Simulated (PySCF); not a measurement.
# Br3Cr ([CrBr3]-): the cost of one run

Computed with PySCF 2.14.0 and routines of our own; the level stands in each step. Atoms count from 0.

## 1. The starting structure

4 atoms, charge -1, states of the metal's open shell are computed; geometry from: model geometry, bond lengths from ionic radii.

## 2. Ligand-field states: state-averaged CASSCF

The job: settings as JSON, then the geometry in Å.

```
{"job": {"kind": "lf", "basis": {"metal": "x2c-TZVPall", "ligand": "x2c-SVPall"}, "nevpt": true}, "charge": -1, "metal": "Cr", "open_shell": "d4"}
Cr     0.000000     0.000000     0.000000
Br     2.480000     0.000000     0.000000
Br    -1.240000     2.147743     0.000000
Br    -1.240000    -2.147743     0.000000
```

With the program's defaults for keys left out, this is: state-averaged CASSCF of the metal d shell, SC-NEVPT2 on the averaged canonical orbitals, state-interaction spin-orbit coupling.

The run is started by

```console
> OMP_NUM_THREADS=1 python lf_run.py task.json out
```

This one command runs all jobs of the session in turn.

Q: Estimate the wall time and peak memory of this first job on 1 thread of Arm Neoverse V2, shared host.

About 15 s, with a peak of 0.36 GiB.
